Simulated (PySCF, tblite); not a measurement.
**BClH3O4Si radical, a small gas-phase stand-in for a defect centre (Si site with back bonds Cl, [H], OB(O)O): EPR parameters**

Aim: the EPR parameters of `[O][SiH](Cl)OB(O)O`. It is drawn as: oxygen hole.

Programs: tblite 0.8.0 and PySCF 2.14.0. All values are calculated, for the isolated system unless a continuum is named. Atoms count from 0, parts from 1.

## (1) Starting point

10 atoms, charge 0, multiplicity 2; geometry: distance geometry start.

## (2) Relaxing the cluster with GFN2-xTB

The job: settings as JSON, then the geometry in Å.

```
{"job": {"kind": "relax", "xc": "GFN2-xTB", "basis": "xTB"}, "charge": 0, "multiplicity": 2}
Si    -1.563095     0.120112    -0.080646
Cl    -2.678577     1.747839    -0.806806
O     -0.322145     0.671439     0.949783
B      0.982516     0.144772     0.538815
O      1.089292    -1.071331    -0.226789
O      2.081011     1.121845     0.431048
O     -2.585132    -1.035495     0.708155
H     -0.973696    -0.511701    -1.216408
H      0.985089    -1.884172     0.309553
H      2.946645     0.706156     0.177520
```

Method: GFN2-xTB geometry optimisation, gas phase.

On the command line:

```sh
> OMP_NUM_THREADS=1 python cluster_run.py task.json out
```

The driver reads the jobs from task.json and runs them one after another.

The log of the run:

```text
step      E/eV     max force
  0    -691.89487    5.107
  1    -692.95631    2.838
  2    -692.69225   12.794
  3    -693.37057    1.238
  4    -693.42771    0.641
  5    -693.50388    1.083
  6    -693.53824    1.167
  7    -693.60517    0.777
  8    -693.62721    0.576
  9    -693.67071    0.619
 10    -693.70497    0.605
 11    -693.74730    0.613
 12    -693.78348    0.707
 13    -693.81105    1.134
 14    -693.85779    0.648
 15    -693.87884    0.409
 16    -693.88948    0.372
 17    -693.90002    0.442
 18    -693.91906    0.341
 19    -693.92650    0.281
 20    -693.93049    0.170
 21    -693.93423    0.249
 22    -693.94090    0.361
 23    -693.94869    0.371
 24    -693.95682    0.483
 25    -693.96546    0.349
 26    -693.97568    0.441
 27    -693.98566    0.379
 28    -693.99441    0.251
 29    -693.99932    0.239
 30    -694.00480    0.250
 31    -694.01343    0.342
 32    -694.02336    0.365
 33    -694.03128    0.265
 34    -694.03673    0.205
 35    -694.03925    0.209
 36    -694.04096    0.179
 37    -694.04225    0.141
 38    -694.04396    0.101
 39    -694.04501    0.115
 40    -694.04732    0.115
 41    -694.04940    0.140
 42    -694.05065    0.116
 43    -694.05131    0.145
 44    -694.05186    0.066
 45    -694.05229    0.060
 46    -694.05258    0.062
 47    -694.05310    0.066
 48    -694.05396    0.087
 49    -694.05466    0.070
 50    -694.05503    0.056
 51    -694.05523    0.044
 52    -694.05546    0.039
 53    -694.05580    0.051
 54    -694.05623    0.063
 55    -694.05668    0.062
 56    -694.05708    0.049
 57    -694.05746    0.060
 58    -694.05786    0.066
 59    -694.05833    0.068
 60    -694.05905    0.078
 61    -694.06044    0.135
 62    -694.06326    0.215
 63    -694.06767    0.309
 64    -694.07365    0.353
 65    -694.07720    0.576
 66    -694.07836    0.647
 67    -694.07974    0.401
 68    -694.08460    0.251
 69    -694.08715    0.096
 70    -694.08811    0.142
 71    -694.08919    0.130
 72    -694.09260    0.175
 73    -694.09455    0.106
 74    -694.09647    0.197
 75    -694.09781    0.123
 76    -694.09860    0.158
 77    -694.09939    0.171
 78    -694.09983    0.069
 79    -694.10025    0.054
 80    -694.10128    0.119
 81    -694.10176    0.124
 82    -694.10247    0.093
 83    -694.10290    0.049
 84    -694.10324    0.048
 85    -694.10351    0.057
 86    -694.10391    0.089
 87    -694.10444    0.098
 88    -694.10509    0.096
 89    -694.10565    0.088
 90    -694.10611    0.052
 91    -694.10646    0.043
 92    -694.10669    0.044
 93    -694.10683    0.045
 94    -694.10697    0.036
 95    -694.10719    0.039
 96    -694.10751    0.060
 97    -694.10789    0.058
 98    -694.10821    0.048
 99    -694.10841    0.037
100    -694.10853    0.032
101    -694.10866    0.031
102    -694.10882    0.035
103    -694.10897    0.044
104    -694.10910    0.040
105    -694.10922    0.030
106    -694.10937    0.041
107    -694.10955    0.045
108    -694.10974    0.038
109    -694.10986    0.023
110    -694.10990    0.019
111    -694.10991    0.007
```

Run time: 2.8 s. Hardware: 1 thread of Arm Neoverse V1, shared host.

Along the way:

| step | energy from step 0 (eV) | largest force (eV/Å) |
| --- | --- | --- |
| 0 | 0.0000 | 5.1073 |
| 4 | -1.5328 | 0.6405 |
| 8 | -1.7323 | 0.5759 |
| 12 | -1.8886 | 0.7073 |
| 16 | -1.9946 | 0.3728 |
| 20 | -2.0356 | 0.1702 |
| 24 | -2.0620 | 0.4826 |
| 28 | -2.0995 | 0.2502 |
| 32 | -2.1285 | 0.3651 |
| 36 | -2.1461 | 0.1785 |
| 40 | -2.1525 | 0.1151 |
| 44 | -2.1570 | 0.0664 |
| 48 | -2.1591 | 0.0871 |
| 52 | -2.1606 | 0.0389 |
| 56 | -2.1622 | 0.0491 |
| 60 | -2.1642 | 0.0788 |
| 64 | -2.1788 | 0.3528 |
| 68 | -2.1897 | 0.2512 |
| 72 | -2.1977 | 0.1750 |
| 76 | -2.2037 | 0.1583 |
| 80 | -2.2064 | 0.1185 |
| 84 | -2.2084 | 0.0480 |
| 88 | -2.2102 | 0.0956 |
| 92 | -2.2118 | 0.0437 |
| 96 | -2.2126 | 0.0600 |
| 100 | -2.2137 | 0.0322 |
| 104 | -2.2142 | 0.0407 |
| 108 | -2.2149 | 0.0381 |
| 111 | -2.2150 | 0.0073 |

Close pairs (by a distance rule), those that changed most:

| bond | before (Å) | after (Å) | change (Å) |
| --- | --- | --- | --- |
| Si0–O6 | 1.733 | 1.523 | -0.210 |
| B3–O5 | 1.474 | 1.347 | -0.127 |
| O2–B3 | 1.466 | 1.362 | -0.103 |
| Si0–O2 | 1.705 | 1.612 | -0.092 |
| B3–O4 | 1.441 | 1.355 | -0.086 |
| Si0–H7 | 1.427 | 1.502 | +0.075 |
| O5–H9 | 0.993 | 0.957 | -0.036 |
| Si0–Cl1 | 2.103 | 2.077 | -0.026 |

## (3) Geometry optimisation at PBE0-D3(BJ)/def2-SVP

The job: settings as JSON, then the geometry in Å.

```
{"job": {"xc": "PBE0", "basis": "def2-SVP", "d3": "d3bj", "grid": 2, "kind": "geom", "shake": 0.01}, "charge": 0, "multiplicity": 2}
Si    -1.549288    -0.090013    -0.346140
Cl    -2.794954     1.587099    -0.065753
O     -0.106391     0.557496    -0.262178
B      1.170456     0.159045     0.186431
O      1.319311    -1.026864     0.823918
O      2.175329     0.984849    -0.037248
O     -1.954424    -1.414638     0.237391
H     -1.767598     0.119771    -1.831044
H      0.539992    -1.557288     0.976785
H      3.009118     0.654960     0.319311
```

The log of the run:

```text
step   0  E = -1076.31524901  max force = 0.100137
step   1  E = -1076.34273092  max force = 0.063593
step   2  E = -1076.35132377  max force = 0.055777
step   3  E = -1076.35476834  max force = 0.012602
step   4  E = -1076.35925694  max force = 0.005951
step   5  E = -1076.35910365  max force = 0.008374
step   6  E = -1076.36010400  max force = 0.003810
step   7  E = -1076.36024262  max force = 0.002175
step   8  E = -1076.36032960  max force = 0.001101
step   9  E = -1076.36037004  max force = 0.001543
step  10  E = -1076.36049913  max force = 0.002911
step  11  E = -1076.36056689  max force = 0.001255
step  12  E = -1076.36037331  max force = 0.004985
step  13  E = -1076.36052894  max force = 0.002919
step  14  E = -1076.36065112  max force = 0.002039
step  15  E = -1076.36073533  max force = 0.001684
step  16  E = -1076.36088002  max force = 0.001494
step  17  E = -1076.36108765  max force = 0.001979
step  18  E = -1076.36131345  max force = 0.002418
step  19  E = -1076.36153503  max force = 0.002392
step  20  E = -1076.36178920  max force = 0.002975
step  21  E = -1076.36205571  max force = 0.003229
step  22  E = -1076.36217219  max force = 0.001265
step  23  E = -1076.36222021  max force = 0.000465
step  24  E = -1076.36223255  max force = 0.000732
step  25  E = -1076.36223840  max force = 0.000255
optimisation converged
```

Run time: 8 min. Hardware: 1 thread of Arm Neoverse V1, shared host; peak memory 0.61 GiB.

Along the way: (the energy doesn't fall at every step)

| step | energy from step 0 (eV) | largest force component (eV/Å) |
| --- | --- | --- |
| 0 | 0.0000 | 5.1493 |
| 1 | -0.7478 | 3.2701 |
| 2 | -0.9816 | 2.8682 |
| 3 | -1.0754 | 0.6480 |
| 4 | -1.1975 | 0.3060 |
| 5 | -1.1933 | 0.4306 |
| 6 | -1.2206 | 0.1959 |
| 7 | -1.2243 | 0.1118 |
| 8 | -1.2267 | 0.0566 |
| 9 | -1.2278 | 0.0793 |
| 10 | -1.2313 | 0.1497 |
| 11 | -1.2332 | 0.0645 |
| 12 | -1.2279 | 0.2563 |
| 13 | -1.2321 | 0.1501 |
| 14 | -1.2355 | 0.1048 |
| 15 | -1.2377 | 0.0866 |
| 16 | -1.2417 | 0.0768 |
| 17 | -1.2473 | 0.1018 |
| 18 | -1.2535 | 0.1243 |
| 19 | -1.2595 | 0.1230 |
| 20 | -1.2664 | 0.1530 |
| 21 | -1.2737 | 0.1660 |
| 22 | -1.2768 | 0.0650 |
| 23 | -1.2782 | 0.0239 |
| 24 | -1.2785 | 0.0376 |
| 25 | -1.2786 | 0.0131 |

Distances of close pairs at the start and the end, largest changes first:

| bond | before (Å) | after (Å) | change (Å) |
| --- | --- | --- | --- |
| Si0–O6 | 1.503 | 1.688 | +0.185 |
| Si0–Cl1 | 2.108 | 2.050 | -0.058 |
| Si0–O2 | 1.584 | 1.631 | +0.047 |
| Si0–H7 | 1.515 | 1.472 | -0.044 |
| B3–O5 | 1.320 | 1.352 | +0.032 |
| O2–B3 | 1.411 | 1.391 | -0.020 |
| O4–H8 | 0.955 | 0.968 | +0.013 |
| B3–O4 | 1.355 | 1.359 | +0.004 |

The next job starts from the end point, and lists it.

| at the end point | value |
| --- | --- |
| point group (found at 0.08 Å tolerance) | C1 |
| rotational constants (GHz, main isotopes) | 3.098, 1.086, 0.991 |
| dipole moment (D) | 0.55 |
| ⟨S²⟩ | 0.753 |

## (4) g tensor and hyperfine couplings: B3LYP/IGLO-III+pcH-1

The job: settings as JSON, then the geometry in Å.

```
{"job": {"kind": "epr"}, "charge": 0, "multiplicity": 2}
Si    -1.466076     0.039437    -0.710296
Cl    -2.541625     1.215066     0.579305
O      0.113743     0.440906    -0.766913
B      1.149803     0.166681     0.119197
O      1.052501    -0.797129     1.071773
O      2.273081     0.908247    -0.008330
O     -1.655546    -1.431327     0.096629
H     -2.032189     0.060014    -2.068828
H      0.211106    -1.274583     1.051175
H      2.936783     0.647094     0.637775
```

With the program's defaults for keys left out, this is: UKS B3LYP, IGLO-III on B Cl O Si, pcH-1 on H, non-relativistic, mean-field spin-orbit, GIAO.

The log of the run:

```text
UKS, coarse grid
  cycle   1  E = -1077.13304251  |g| = 1.13e+00
  cycle   2  E = -1072.50775563  |g| = 2.86e+00
  cycle   3  E = -1077.06554306  |g| = 1.05e+00
  cycle   4  E = -1077.59041051  |g| = 4.59e-01
  cycle   5  E = -1077.65936765  |g| = 2.08e-01
  cycle   6  E = -1077.67256982  |g| = 1.32e-01
  cycle   7  E = -1077.67982040  |g| = 4.85e-02
  cycle   8  E = -1077.68090487  |g| = 1.05e-02
  cycle   9  E = -1077.68095494  |g| = 3.31e-03
  cycle  10  E = -1077.68096524  |g| = 2.82e-03
  cycle  11  E = -1077.68096998  |g| = 1.20e-03
  cycle  12  E = -1077.68097455  |g| = 8.20e-04
UKS, final grid
  cycle   1  E = -1077.68089237  |g| = 1.11e-03
  cycle   2  E = -1077.68089329  |g| = 1.79e-03
  cycle   3  E = -1077.68089486  |g| = 4.33e-04
  cycle   4  E = -1077.68089629  |g| = 4.20e-04
  cycle   5  E = -1077.68089932  |g| = 2.80e-04
  cycle   6  E = -1077.68090030  |g| = 2.44e-04
  cycle   7  E = -1077.68090174  |g| = 1.77e-04
  cycle   8  E = -1077.68090224  |g| = 7.88e-05
  cycle   9  E = -1077.68090229  |g| = 3.43e-05
  cycle  10  E = -1077.68090229  |g| = 1.02e-05
E = -1077.68090229 Eh   <S^2> = 0.7539 (exact 0.7500)
g shifts (ppm)      1          2          3
  rmc          -303       -303       -303
  gc            -14         43         47
  oz_so        3010       8789      30327
  total        2696       8529      30075
hyperfine (MHz)  atom isotope    a_iso     a_fc   dipolar eigenvalues
    0  29Si      35.79      35.79     -1.97     -0.54      2.51
    1  35Cl       6.93       6.93    -21.37    -20.57     41.94
    2   17O       0.88       0.88     -5.30      2.53      2.78
    3   11B      -0.30      -0.30     -0.68     -0.63      1.31
    4   17O       0.73       0.73     -0.41     -0.02      0.43
    5   17O      -0.14      -0.14     -0.42      0.09      0.33
    6   17O     -39.86     -39.86   -255.93    126.78    129.15
    7    1H       9.36       9.36     -3.73     -2.93      6.66
    8    1H       0.50       0.50     -7.14     -5.88     13.02
    9    1H      -0.06      -0.06     -0.60     -0.53      1.14
```

It took 97 s on 1 thread of Arm Neoverse V1, shared host; peak memory 0.98 GiB.

Principal g values 2.00501, 2.01085, 2.03239; g(iso) = 2.01609, against 2.00232 for a free electron. They are not to be trusted: the run shows nearly degenerate orbitals, where second-order g theory doesn't apply.

Hyperfine couplings, nucleus by nucleus at this fixed geometry (no averaging over rotations):

| nuclei | isotope | a(iso) (MHz) | a(iso) (G, at g = 2.0023) | largest dipolar term (MHz) |
| --- | --- | --- | --- | --- |
| O6 | 17O | -39.9 | -14.2 | -255.9 |
| Si0 | 29Si | 35.8 | 12.8 | 2.5 |
| H7 | 1H | 9.4 | 3.3 | 6.7 |
| Cl1 | 35Cl | 6.9 | 2.5 | 41.9 |
| O2 | 17O | 0.9 | 0.3 | -5.3 |
| O4 | 17O | 0.7 | 0.3 | 0.4 |
| H8 | 1H | 0.5 | 0.2 | 13.0 |
| B3 | 11B | -0.3 | -0.1 | 1.3 |
| O5 | 17O | -0.1 | 0.0 | -0.4 |
| H9 | 1H | -0.1 | 0.0 | 1.1 |

Mulliken spin populations:

| atom | value (e) |
| --- | --- |
| Si0 | -0.04 |
| Cl1 | 0.10 |
| O2 | 0.01 |
| B3 | 0.00 |
| O4 | 0.00 |
| O5 | 0.00 |
| O6 | 0.92 |
| H7 | 0.00 |
| H8 | 0.00 |
| H9 | 0.00 |

Orbitals, density, ELF and potential are computed afterwards from the orbital file.

ELF in a plane through or near 7 of the atoms.

Ten even steps from '0' (0.00) to '9' (0.97):
```
0000000000000000000000000000
0000000000000000000000000000
0000000000000000000000000000
0000000000000000122100000000
0000000123323300566420000000
0000000267768812888741000000
0000000379869914887852000000
0000000168238603887741000000
0000000016886101687520000000
0000277312323222111110000000
0001589866393776277021000000
0000379858417758054262000000
0000036757416878302774100000
0000015898304886215874100000
0000004786101664002453100000
0000001342000231000121000000
0000000010000000000000000000
0000000000000000000000000000
0000000000000000000000000000
0000000000000000000000000000
```
The map spans 11.3 Å across and 8.4 Å up, centred on the molecule. Atoms in the plane (x, y in Å): Si0 (1.6, -0.3), O2 (0.1, -0.8), B3 (-1.1, -0.2), O4 (-1.2, 1.2), O5 (-2.2, -1.0), H8 (-0.4, 1.6), H9 (-3.0, -0.4).

log10 of the density (e/Å³) in the same plane.

Values, 10 rows by 14 columns:
```
-4.0 -4.0 -4.0 -4.0 -4.0 -4.0 -4.0 -4.0 -4.0 -4.0 -4.0 -4.0 -4.0 -4.0
-4.0 -4.0 -4.0 -4.0 -3.2 -2.9 -3.0 -3.1 -2.7 -2.6 -3.1 -4.0 -4.0 -4.0
-4.0 -4.0 -4.0 -3.0 -1.8 -1.2 -1.2 -1.6 -1.2 -1.0 -1.8 -3.0 -4.0 -4.0
-4.0 -4.0 -3.7 -2.4 -0.8  0.6  0.4 -0.8  0.0  0.4 -0.9 -2.4 -3.6 -4.0
-4.0 -3.9 -2.8 -1.8 -0.8  0.5  0.0 -1.0 -0.3  0.0 -0.9 -2.2 -3.3 -4.0
-4.0 -3.3 -1.8 -0.3  0.0  1.2  0.1  0.2  0.4  1.5 -0.8 -1.9 -2.9 -4.0
-4.0 -3.4 -2.0 -0.3  1.6 -0.2 -0.1  0.7 -0.4 -0.4 -0.7 -1.8 -2.9 -4.0
-4.0 -4.0 -2.7 -1.4 -0.6 -1.3 -1.3 -0.9 -1.5 -1.5 -1.5 -2.4 -3.3 -4.0
-4.0 -4.0 -3.7 -2.7 -2.3 -2.7 -2.7 -2.5 -2.8 -2.8 -2.8 -3.4 -4.0 -4.0
-4.0 -4.0 -4.0 -4.0 -3.9 -4.0 -4.0 -4.0 -4.0 -4.0 -4.0 -4.0 -4.0 -4.0
```
The map spans 11.3 Å across and 8.4 Å up, centred on the molecule. Atoms in the plane (x, y in Å): Si0 (1.6, -0.3), O2 (0.1, -0.8), B3 (-1.1, -0.2), O4 (-1.2, 1.2), O5 (-2.2, -1.0), H8 (-0.4, 1.6), H9 (-3.0, -0.4).

On the surface of density 0.002 e/bohr³ the electrostatic potential runs, from the 1st to the 99th percentile, from -1.22 V near O5 to 2.25 V near H9.

The spin density lies nearest to O6 85 %; Cl1 11 %.

## (5) g tensor and hyperfine couplings: BHandHLYP/IGLO-III+pcH-1

The job, as its differences from that of step 4:

```diff
@@ -1,2 +1,2 @@
-{"job": {"kind": "epr"}, "charge": 0, "multiplicity": 2}
+{"job": {"kind": "epr", "xc": "BHandHLYP"}, "charge": 0, "multiplicity": 2}
 Si    -1.466076     0.039437    -0.710296
```

With the program's defaults for keys left out, this is: UKS BHandHLYP, IGLO-III on B Cl O Si, pcH-1 on H, non-relativistic, mean-field spin-orbit, GIAO.

The log of the run:

```text
UKS, coarse grid
  cycle   1  E = -1077.02374225  |g| = 9.45e-01
  cycle   2  E = -1076.37881345  |g| = 1.59e+00
  cycle   3  E = -1077.43984319  |g| = 2.23e-01
  cycle   4  E = -1077.46625447  |g| = 1.86e-01
  cycle   5  E = -1077.48485073  |g| = 5.27e-02
  cycle   6  E = -1077.48939982  |g| = 1.87e-02
  cycle   7  E = -1077.48991154  |g| = 1.29e-02
  cycle   8  E = -1077.49025719  |g| = 8.18e-03
  cycle   9  E = -1077.49064731  |g| = 6.47e-03
  cycle  10  E = -1077.49095540  |g| = 5.00e-03
  cycle  11  E = -1077.49121355  |g| = 4.27e-03
  cycle  12  E = -1077.49136339  |g| = 3.94e-03
  cycle  13  E = -1077.49150539  |g| = 3.69e-03
  cycle  14  E = -1077.49166031  |g| = 3.48e-03
  cycle  15  E = -1077.49207770  |g| = 2.94e-03
  cycle  16  E = -1077.49221721  |g| = 2.41e-03
  cycle  17  E = -1077.49237322  |g| = 2.21e-03
  cycle  18  E = -1077.49247181  |g| = 1.69e-03
  cycle  19  E = -1077.49251632  |g| = 7.88e-04
  cycle  20  E = -1077.49253629  |g| = 1.60e-03
  cycle  21  E = -1077.49253768  |g| = 2.74e-04
UKS, final grid
  cycle   1  E = -1077.49248502  |g| = 2.09e-04
  cycle   2  E = -1077.49248511  |g| = 2.01e-04
  cycle   3  E = -1077.49248516  |g| = 1.32e-04
  cycle   4  E = -1077.49248527  |g| = 1.22e-04
  cycle   5  E = -1077.49248539  |g| = 1.14e-04
  cycle   6  E = -1077.49248571  |g| = 9.48e-05
  cycle   7  E = -1077.49248606  |g| = 6.48e-05
  cycle   8  E = -1077.49248621  |g| = 4.46e-05
  cycle   9  E = -1077.49248625  |g| = 3.45e-05
  cycle  10  E = -1077.49248628  |g| = 1.87e-05
  cycle  11  E = -1077.49248628  |g| = 9.04e-06
E = -1077.49248628 Eh   <S^2> = 0.7546 (exact 0.7500)
g shifts (ppm)      1          2          3
  rmc          -300       -300       -300
  gc            -21         44         49
  oz_so         489       8471      44246
  total         169       8215      43996
hyperfine (MHz)  atom isotope    a_iso     a_fc   dipolar eigenvalues
    0  29Si      39.10      39.10     -1.49     -0.81      2.30
    1  35Cl       9.04       9.04    -13.13    -12.50     25.64
    2   17O       0.63       0.63     -2.95      1.34      1.61
    3   11B      -0.16      -0.16     -0.70     -0.66      1.36
    4   17O       0.69       0.69     -0.35     -0.01      0.36
    5   17O      -0.02      -0.02     -0.20      0.03      0.17
    6   17O     -59.03     -59.03   -265.18    131.21    133.97
    7    1H       7.52       7.52     -3.89     -3.28      7.17
    8    1H       1.06       1.06     -7.54     -6.05     13.59
    9    1H      -0.02      -0.02     -0.58     -0.57      1.15
```

Run time: 1.7 min. Hardware: 1 thread of Arm Neoverse V1, shared host; peak memory 1.2 GiB.

In short: g(iso) 2.01978, not to be trusted: the run shows nearly degenerate orbitals, where second-order g theory doesn't apply.

## (6) Comparing the runs: EPR parameters

g, ⟨S²⟩ and isotropic hyperfine couplings (MHz), with basis size and wall time; * marks a run flagged for spin contamination, instability or a large g shift:

| run | g(iso) | ⟨S²⟩ | 17O O6 | 29Si Si0 | 1H H7 | 35Cl Cl1 | 17O O2 | functions | time |
| --- | --- | --- | --- | --- | --- | --- | --- | --- | --- |
| B3LYP/IGLO-III+pcH-1* | 2.01609 | 0.754 | -39.9 | 35.8 | 9.4 | 6.9 | 0.9 | 293 | 97 s |
| BHandHLYP/IGLO-III+pcH-1* | 2.01978 | 0.755 | -59.0 | 39.1 | 7.5 | 9.0 | 0.6 | 293 | 1.7 min |

## (7) What came out

| quantity | value |
| --- | --- |
| point group | C1 |
| rotational constants (main isotopes) | 3.10, 1.09, 0.99 GHz |
| g(iso) (B3LYP) | 2.01609 |
| ⟨S²⟩ | 0.754 (exact 0.75) |
| largest a(iso) | 17O on O6, -39.9 MHz |
| potential on the surface of density 0.002 e/bohr³, 1st and 99th percentile | -1.22 V and 2.25 V |

What this shows: The start of the PBE0/def2-SVP relaxation was shaken at random by about 0.01 Å, so part of the energy gained, and of the first lengths quoted, undoes that. Relaxing lowered the energy by 1.279 eV in 25 steps; the close pair that moved most is Si0–O6, from 1.503 to 1.688 Å (PBE0/def2-SVP). O6 carries the largest spin population, 0.92 e. The isotropic g lies 13.8 ppt above the free-electron value. These values are not to be trusted: the run shows nearly degenerate orbitals, where second-order g theory doesn't apply.
